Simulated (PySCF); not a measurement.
# SiSb: changing the method

What do other methods print for SiSb?

Computed with PySCF 2.14.0. Level: method and basis as typed in the scripts.

2 further runs of the same task are left out: 2 that didn't finish.

## 1. The system as given

SiSb: 2 atoms, charge 0, spin multiplicity 2.

Bond lengths: Si1–Sb2 2.604 Å.

## 2. The base run

Input file input.py:

```python
from pyscf import gto, scf, tdscf

mol = gto.M(
    atom='Si 0 0 0; Sb 0 0 2.604',
    basis='def2-svpd',
    ecp={'Sb': 'def2-svpd'},
    charge=0,
    spin=1,
    verbose=3,
)
mf = scf.UHF(mol)
mf.kernel()
td = tdscf.TDA(mf)
td.nstates = 4
td.kernel()
td.analyze(verbose=3)
mf.dip_moment()
print('orbital energies (hartree):', [e[max(0, n-3):n+3].round(4) for e, n in zip(mf.mo_energy, mol.nelec)])
```

Command:

```sh
python input.py
```

Its log is not repeated here.

Base result: E(SCF) = -527.995525 Eh, ⟨S²⟩ = 0.785, μ = 1.23 D, excitations 0.07, 0.59, 0.59, 1.18 eV.

The bond length is a typed value, not an optimised one.

## 3. CASCI (ROHF)

Variant 1 changes step after the SCF: tda → casci; SCF type: UHF → ROHF; active space: none → 5 electrons in 6 orbitals.

Input file input.py:

```python
from pyscf import gto, scf, mcscf

mol = gto.M(
    atom='Si 0 0 0; Sb 0 0 2.604',
    basis='def2-svpd',
    ecp={'Sb': 'def2-svpd'},
    charge=0,
    spin=1,
    verbose=3,
)
mf = scf.ROHF(mol)
mf.kernel()
mc = mcscf.CASCI(mf, 6, 5)
mc.kernel()
mc.analyze()
mf.dip_moment()
print('orbital energies (hartree):', mf.mo_energy[..., max(0, mol.nelec[1]-3):mol.nelec[0]+3].round(4))
```

Command:

```sh
python input.py
```

## 4. Mn15l (UKS)

Variant 2 changes functional: none (Hartree–Fock) → mn15l; SCF type: UHF → UKS; step after the SCF: tda → analyze.

input.py: that of step 2 with these lines changed.

```diff
@@ -1,2 +1,2 @@
-from pyscf import gto, scf, tdscf
+from pyscf import gto, dft
 
@@ -10,8 +10,5 @@
 )
-mf = scf.UHF(mol)
+mf = dft.UKS(mol, xc='mn15l')
 mf.kernel()
-td = tdscf.TDA(mf)
-td.nstates = 4
-td.kernel()
-td.analyze(verbose=3)
+mf.mulliken_pop()
 mf.dip_moment()
```

## 5. MP2

Variant 3 changes step after the SCF: tda → mp2.

input.py: that of step 2 with these lines changed.

```diff
@@ -1,2 +1,2 @@
-from pyscf import gto, scf, tdscf
+from pyscf import gto, scf, mp
 
@@ -12,6 +12,3 @@
 mf.kernel()
-td = tdscf.TDA(mf)
-td.nstates = 4
-td.kernel()
-td.analyze(verbose=3)
+mp.MP2(mf).kernel()
 mf.dip_moment()
```

## 6. MP2

Variant 4 changes step after the SCF: tda → mp2; frozen orbitals: none → 9.

input.py: that of step 2 with these lines changed.

```diff
@@ -1,2 +1,2 @@
-from pyscf import gto, scf, tdscf
+from pyscf import gto, scf, mp
 
@@ -12,6 +12,3 @@
 mf.kernel()
-td = tdscf.TDA(mf)
-td.nstates = 4
-td.kernel()
-td.analyze(verbose=3)
+mp.MP2(mf, frozen=9).kernel()
 mf.dip_moment()
```

Q: Predict the outcome of this session. Wanted: for each run, E(SCF); from base; SCF dipole; after the SCF.

The runs gave:

```tsv
run	E(SCF) (hartree)	from base (eV)	SCF dipole (D)	after the SCF
base	-527.995525	0	1.23	lowest root found 0.07 eV
CASCI (ROHF)	-527.988821	+0.1824	1.20	CASCI correlation -1.896 eV
mn15l (UKS)	-528.698190	not comparable	0.12	n/a
MP2	-527.995525	0.0000	1.23	MP2 correlation -6.392 eV
MP2	-527.995525	0.0000	1.23	MP2 correlation -5.724 eV, core frozen
```

What this shows: Total energies of different functionals can't be compared with each other; differences within one functional can.
